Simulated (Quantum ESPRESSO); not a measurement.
# ClInIH in Quantum ESPRESSO: reference runs

How does ClInIH come out in PBE? The cell is run as given and disturbed.

Program: Quantum ESPRESSO 7.5. These are calculated values, not measurements. Logs are shortened: lines on timing, memory, paths and dates and some standing lists are left out, and cuts for length are marked.

### 1 Starting point

The cell holds a molecule in a box, 4 atoms: a = 12.000 Å, b = 13.000 Å, c = 11.000 Å, α = 90.00°, β = 90.00°, γ = 90.00°.

### 2 Real-space fields, PBE

File pw.in:

```
&CONTROL
  calculation = 'scf'
  prefix = 'pwscf'
  outdir = './tmp'
  pseudo_dir = './pseudo'
  tprnfor = .true.
  disk_io = 'low'
/
&SYSTEM
  ibrav = 0
  celldm(1) = 8
  nat = 4
  ntyp = 4
  ecutwfc = 72
  nbnd = 21
  occupations = 'smearing'
  smearing = 'fd'
  degauss = 0.00367493
/
&ELECTRONS
  conv_thr = 8d-10
  electron_maxstep = 120
  mixing_beta = 0.5
/
ATOMIC_SPECIES
Cl    35.4500 Cl.upf
In   114.8180 In.upf
I    126.9045 I.upf
H      1.0080 H.upf
CELL_PARAMETERS alat
  2.8345891869387   0.0000000000000   0.0000000000000
  0.0000000000000   3.0708049525169   0.0000000000000
  0.0000000000000   0.0000000000000   2.5983734213604
ATOMIC_POSITIONS crystal
Cl     0.3788916700    0.5504615400    0.4383136400
In     0.5526333300    0.5421461500    0.5304136400
I      0.6218333300    0.3521230800    0.5678681800
H      0.6232750000    0.6511076900    0.5673863600
K_POINTS gamma
```

File pp_density.in:

```
&INPUTPP
  prefix = 'pwscf'
  outdir = './tmp'
  filplot = 'density.dat'
  plot_num = 0
/
&PLOT
  nfile = 1
  filepp(1) = 'density.dat'
  iflag = 3
  output_format = 6
  fileout = 'density.cube'
/
```

File pp_potential.in:

```
&INPUTPP
  prefix = 'pwscf'
  outdir = './tmp'
  filplot = 'potential.dat'
  plot_num = 11
/
&PLOT
  nfile = 1
  filepp(1) = 'potential.dat'
  iflag = 3
  output_format = 6
  fileout = 'potential.cube'
/
```

File pp_elf.in:

```
&INPUTPP
  prefix = 'pwscf'
  outdir = './tmp'
  filplot = 'elf.dat'
  plot_num = 8
/
&PLOT
  nfile = 1
  filepp(1) = 'elf.dat'
  iflag = 3
  output_format = 6
  fileout = 'elf.cube'
/
```

File pp_potential_ks.in:

```
&INPUTPP
  prefix = 'pwscf'
  outdir = './tmp'
  filplot = 'potential_ks.dat'
  plot_num = 1
/
&PLOT
  nfile = 1
  filepp(1) = 'potential_ks.dat'
  iflag = 3
  output_format = 6
  fileout = 'potential_ks.cube'
/
```

Potentials or basis: PseudoDojo 0.4.1 SR PBE standard.

Run with:

```sh
OMP_NUM_THREADS=1 pw.x -in pw.in > pw.out
OMP_NUM_THREADS=1 pp.x -in pp_density.in > pp_density.out
OMP_NUM_THREADS=1 pp.x -in pp_potential.in > pp_potential.out
OMP_NUM_THREADS=1 pp.x -in pp_elf.in > pp_elf.out
OMP_NUM_THREADS=1 pp.x -in pp_potential_ks.in > pp_potential_ks.out
```

pw.out:

```text
This program is part of the open-source Quantum ESPRESSO suite
     for quantum simulation of materials; please cite
         "P. Giannozzi et al., J. Phys.:Condens. Matter 21 395502 (2009);
         "P. Giannozzi et al., J. Phys.:Condens. Matter 29 465901 (2017);
         "P. Giannozzi et al., J. Chem. Phys. 152 154105 (2020);
     in publications or presentations arising from this work. More details at

     gamma-point specific algorithms are used

     G-vector sticks info
     --------------------
     sticks:   dense  smooth     PW     G-vecs:    dense   smooth      PW
     Sum       12791   12791   3199               955719   955719  119435

     Using Slab Decomposition

     bravais-lattice index     =            0
     lattice parameter (alat)  =       8.0000  a.u.
     unit-cell volume          =   11580.1420 (a.u.)^3
     number of atoms/cell      =            4
     number of atomic types    =            4
     number of electrons       =        28.00
     number of Kohn-Sham states=           21
     kinetic-energy cutoff     =      72.0000  Ry
     charge density cutoff     =     288.0000  Ry
     scf convergence threshold =      8.0E-10
     mixing beta               =       0.5000
     number of iterations used =            8  plain     mixing
     Exchange-correlation= PBE
                           (   1   4   3   4   0   0   0)

     celldm(1)=   8.000000  celldm(2)=   0.000000  celldm(3)=   0.000000
     celldm(4)=   0.000000  celldm(5)=   0.000000  celldm(6)=   0.000000

     crystal axes: (cart. coord. in units of alat)
               a(1) = (   2.834589   0.000000   0.000000 )
               a(2) = (   0.000000   3.070805   0.000000 )
               a(3) = (   0.000000   0.000000   2.598373 )

     reciprocal axes: (cart. coord. in units 2 pi/alat)
               b(1) = (  0.352785  0.000000  0.000000 )
               b(2) = (  0.000000  0.325648  0.000000 )
               b(3) = (  0.000000  0.000000  0.384856 )

     PseudoPot. # 1 for Cl read from file:
     Cl.upf
     Pseudo is Norm-conserving + core correction, Zval =  7.0
     Generated using ONCVPSP code by D. R. Hamann
     Using radial grid of 1028 points,  6 beta functions with:
                l(1) =   0
                l(2) =   0
                l(3) =   1
                l(4) =   1
                l(5) =   2
                l(6) =   2

     PseudoPot. # 2 for In read from file:
     In.upf
     Pseudo is Norm-conserving + core correction, Zval = 13.0
     Generated using ONCVPSP code by D. R. Hamann
     Using radial grid of 1964 points,  6 beta functions with:
                l(1) =   0
                l(2) =   0
                l(3) =   1
                l(4) =   1
                l(5) =   2
                l(6) =   2

     PseudoPot. # 3 for I  read from file:
     I.upf
     Pseudo is Norm-conserving + core correction, Zval =  7.0
     Generated using ONCVPSP code by D. R. Hamann
     Using radial grid of 1196 points,  6 beta functions with:
                l(1) =   0
                l(2) =   0
                l(3) =   1
                l(4) =   1
                l(5) =   2
                l(6) =   2

     PseudoPot. # 4 for H  read from file:
     H.upf
     Pseudo is Norm-conserving, Zval =  1.0
     Generated using ONCVPSP code by D. R. Hamann
     Using radial grid of 1166 points,  3 beta functions with:
                l(1) =   0
                l(2) =   0
                l(3) =   1

     atomic species   valence    mass     pseudopotential
     Cl                7.00    35.45000     Cl( 1.00)
     In               13.00   114.81800     In( 1.00)
     I                 7.00   126.90450     I ( 1.00)
     H                 1.00     1.00800     H ( 1.00)

     No symmetry found

   Cartesian axes

     site n.     atom                  positions (alat units)
         1        Cl     tau(   1) = (   1.0740022   1.6903600   1.1389025  )
         2        In     tau(   2) = (   1.5664885   1.6648251   1.3782127  )
         3        I      tau(   3) = (   1.7626420   1.0813013   1.4755336  )
         4        H      tau(   4) = (   1.7667286   1.9994247   1.4742816  )

     number of k points=     1  Fermi-Dirac smearing, width (Ry)=  0.0037
                       cart. coord. in units 2pi/alat
        k(    1) = (   0.0000000   0.0000000   0.0000000), wk =   2.0000000

     Dense  grid:   477860 G-vectors     FFT dimensions: ( 125, 135, 120)

     Initial potential from superposition of free atoms

     starting charge      27.9960, renormalised to      28.0000

     negative rho (up, down):  1.496E-04 0.000E+00
     Starting wfcs are   18 randomized atomic wfcs +    3 random wfcs

     Self-consistent Calculation

     iteration #  1     ecut=    72.00 Ry     beta= 0.50
     Davidson diagonalization with overlap
     ethr =  1.00E-02,  avg # of iterations =  8.0

     Threshold (ethr) on eigenvalues was too large:
     Diagonalizing with lowered threshold

     Davidson diagonalization with overlap
     ethr =  7.44E-04,  avg # of iterations =  7.0

     negative rho (up, down):  6.260E-05 0.000E+00

     total energy              =    -192.79174853 Ry
     estimated scf accuracy    <       0.20705141 Ry

     iteration #  2     ecut=    72.00 Ry     beta= 0.50
     Davidson diagonalization with overlap
     ethr =  7.39E-04,  avg # of iterations =  2.0

     negative rho (up, down):  2.634E-05 0.000E+00

     total energy              =    -192.82687010 Ry
     estimated scf accuracy    <       0.02287674 Ry

     iteration #  3     ecut=    72.00 Ry     beta= 0.50
     Davidson diagonalization with overlap
     ethr =  8.17E-05,  avg # of iterations =  7.0

     negative rho (up, down):  5.932E-06 0.000E+00

     total energy              =    -192.83017924 Ry
     estimated scf accuracy    <       0.00309905 Ry

     iteration #  4     ecut=    72.00 Ry     beta= 0.50
     Davidson diagonalization with overlap
     c_bands:  1 eigenvalues not converged
     ethr =  1.11E-05,  avg # of iterations = 20.0

     negative rho (up, down):  7.124E-07 0.000E+00

     total energy              =    -192.83050030 Ry
     estimated scf accuracy    <       0.00026035 Ry

     iteration #  5     ecut=    72.00 Ry     beta= 0.50
     Davidson diagonalization with overlap
     ethr =  9.30E-07,  avg # of iterations =  9.0

     negative rho (up, down):  6.402E-08 0.000E+00

     total energy              =    -192.83052874 Ry
     estimated scf accuracy    <       0.00001709 Ry

     iteration #  6     ecut=    72.00 Ry     beta= 0.50
     Davidson diagonalization with overlap
     ethr =  6.10E-08,  avg # of iterations =  3.0

     total energy              =    -192.83053227 Ry
     estimated scf accuracy    <       0.00000139 Ry

     iteration #  7     ecut=    72.00 Ry     beta= 0.50
     Davidson diagonalization with overlap
     ethr =  4.95E-09,  avg # of iterations =  2.0

     total energy              =    -192.83053254 Ry
     estimated scf accuracy    <       0.00000019 Ry

     iteration #  8     ecut=    72.00 Ry     beta= 0.50
     Davidson diagonalization with overlap
     ethr =  6.67E-10,  avg # of iterations =  5.0

     total energy              =    -192.83053259 Ry
     estimated scf accuracy    <       0.00000002 Ry

     iteration #  9     ecut=    72.00 Ry     beta= 0.50
     Davidson diagonalization with overlap
     ethr =  6.85E-11,  avg # of iterations =  2.0

     total energy              =    -192.83053259 Ry
     estimated scf accuracy    <          1.7E-09 Ry

     iteration # 10     ecut=    72.00 Ry     beta= 0.50
     Davidson diagonalization with overlap
     ethr =  6.01E-12,  avg # of iterations =  2.0

     End of self-consistent calculation

          k = 0.0000 0.0000 0.0000 ( 59718 PWs)   bands (ev):

   -20.3236 -19.6911 -19.6128 -19.5114 -19.4965 -18.6202 -16.6439 -10.5877
    -8.0936  -7.7571  -7.2729  -6.7938  -6.3562  -6.1401  -2.2037  -2.1655
    -0.1258  -0.0610   0.8367   0.9348   1.0237

     the Fermi energy is    -4.0631 ev

!    total energy              =    -192.83053259 Ry
     estimated scf accuracy    <          1.4E-10 Ry
     smearing contrib. (-TS)   =       0.00000000 Ry
     internal energy E=F+TS    =    -192.83053259 Ry

     The total energy is F=E-TS. E is the sum of the following terms:
     one-electron contribution =    -295.96543087 Ry
     hartree contribution      =     153.31049129 Ry
     xc contribution           =     -57.57591827 Ry
     ewald contribution        =       7.40032526 Ry

     convergence has been achieved in  10 iterations

     Forces acting on atoms (cartesian axes, Ry/au):

     atom    1 type  1   force =    -0.01272603    0.00109060   -0.00627403
     atom    2 type  2   force =     0.00559699    0.00283984    0.00277904
     atom    3 type  3   force =     0.00362410   -0.01015541    0.00180508
     atom    4 type  4   force =     0.00350494    0.00622497    0.00168991

     Total force =     0.020568     Total SCF correction =     0.000025

=------------------------------------------------------------------------------=
   JOB DONE.
=------------------------------------------------------------------------------=
```

Run time: 63 s. Hardware: 1 thread of Arm Neoverse V1, shared host; peak memory 0.7 GiB.

What came out:

* Free energy: -2623.5931 eV
* Largest force: 0.366 eV/Å
* Gap between the frontier levels: 3.94 eV
* Dipole moment: 2.06 D

Forces in eV/Å, atoms in the order of the input:
```
Cl  -0.327  0.028 -0.161
In   0.144  0.073  0.071
I    0.093 -0.261  0.046
H    0.090  0.160  0.043
```

Caveat: this is a molecule in a periodic box, so the gap is that between its Kohn-Sham HOMO and LUMO and the box isn't a crystal; spin-orbit coupling is left out, which moves the levels of the heavy elements. A hybrid or GW would open this gap; PBE tends to underestimate it.

### 3 Single point, PBE (atoms moved at random, drawn with an rms of 0.05 Å)

File pw.in:

```
&CONTROL
  calculation = 'scf'
  prefix = 'pwscf'
  outdir = './tmp'
  pseudo_dir = './pseudo'
  tprnfor = .true.
  disk_io = 'nowf'
/
&SYSTEM
  ibrav = 0
  nat = 4
  ntyp = 4
  ecutwfc = 72
  nbnd = 21
  occupations = 'smearing'
  smearing = 'fd'
  degauss = 0.00367493
/
&ELECTRONS
  conv_thr = 8d-10
  electron_maxstep = 120
  mixing_beta = 0.5
/
ATOMIC_SPECIES
Cl    35.4500 Cl.upf
In   114.8180 In.upf
I    126.9045 I.upf
H      1.0080 H.upf
CELL_PARAMETERS angstrom
  12.0000000000    0.0000000000    0.0000000000
   0.0000000000   13.0000000000    0.0000000000
   0.0000000000    0.0000000000   11.0000000000
ATOMIC_POSITIONS crystal
Cl     0.3791630000    0.5504250000    0.4416740000
In     0.5520230000    0.5424030000    0.5224040000
I      0.6225490000    0.3463020000    0.5721550000
H      0.6195720000    0.6515480000    0.5698370000
K_POINTS gamma
```

Potentials or basis: PseudoDojo 0.4.1 SR PBE standard.

Run with:

```sh
OMP_NUM_THREADS=1 pw.x -in pw.in > pw.out
```

pw.out:

```text
This program is part of the open-source Quantum ESPRESSO suite
     for quantum simulation of materials; please cite
         "P. Giannozzi et al., J. Phys.:Condens. Matter 21 395502 (2009);
         "P. Giannozzi et al., J. Phys.:Condens. Matter 29 465901 (2017);
         "P. Giannozzi et al., J. Chem. Phys. 152 154105 (2020);
     in publications or presentations arising from this work. More details at

     gamma-point specific algorithms are used

     G-vector sticks info
     --------------------
     sticks:   dense  smooth     PW     G-vecs:    dense   smooth      PW
     Sum       12791   12791   3199               955719   955719  119435

     Using Slab Decomposition

     bravais-lattice index     =            0
     lattice parameter (alat)  =      22.6767  a.u.
     unit-cell volume          =   11580.1420 (a.u.)^3
     number of atoms/cell      =            4
     number of atomic types    =            4
[... 127 lines left out ...]

     negative rho (up, down):  6.275E-06 0.000E+00

     total energy              =    -192.82454272 Ry
     estimated scf accuracy    <       0.00332734 Ry
[... 49 lines left out ...]
     iteration # 10     ecut=    72.00 Ry     beta= 0.50
     Davidson diagonalization with overlap
     ethr =  8.70E-12,  avg # of iterations =  2.0

     End of self-consistent calculation

          k = 0.0000 0.0000 0.0000 ( 59718 PWs)   bands (ev):

   -20.6438 -19.6675 -19.5926 -19.5425 -19.5158 -18.6659 -16.4467 -10.6357
    -8.1941  -7.7581  -7.5114  -6.8576  -6.1640  -5.9864  -2.5535  -1.9853
    -0.1464  -0.0405   0.8468   0.9237   1.0236

     the Fermi energy is    -4.1433 ev

!    total energy              =    -192.82494058 Ry
     estimated scf accuracy    <          1.5E-10 Ry
     smearing contrib. (-TS)   =      -0.00000000 Ry
     internal energy E=F+TS    =    -192.82494058 Ry

     The total energy is F=E-TS. E is the sum of the following terms:
     one-electron contribution =    -295.02338176 Ry
     hartree contribution      =     152.81120026 Ry
     xc contribution           =     -57.56412985 Ry
     ewald contribution        =       6.95137078 Ry

     convergence has been achieved in  10 iterations

     Forces acting on atoms (cartesian axes, Ry/au):

     atom    1 type  1   force =    -0.04320848    0.00122378   -0.02170649
     atom    2 type  2   force =     0.04459934   -0.02031317    0.03050253
     atom    3 type  3   force =    -0.00508358    0.01938945   -0.00606725
     atom    4 type  4   force =     0.00369273   -0.00030006   -0.00272879

     Total force =     0.078304     Total SCF correction =     0.000035

=------------------------------------------------------------------------------=
   JOB DONE.
=------------------------------------------------------------------------------=
```

It took 44 s on 1 thread of Arm Neoverse V1, shared host; peak memory 0.7 GiB.

What came out:

| Quantity | Value |
| --- | --- |
| Free energy | -2623.5170 eV |
| Largest force | 1.484 eV/Å |
| Gap between the frontier levels | 3.43 eV |

Forces on the atoms (eV/Å):
```
Cl  -1.111  0.031 -0.558
In   1.147 -0.522  0.784
I   -0.131  0.499 -0.156
H    0.095 -0.008 -0.070
```

Caveat: this is a molecule in a periodic box, so the gap is that between its Kohn-Sham HOMO and LUMO and the box isn't a crystal; spin-orbit coupling is left out, which moves the levels of the heavy elements.
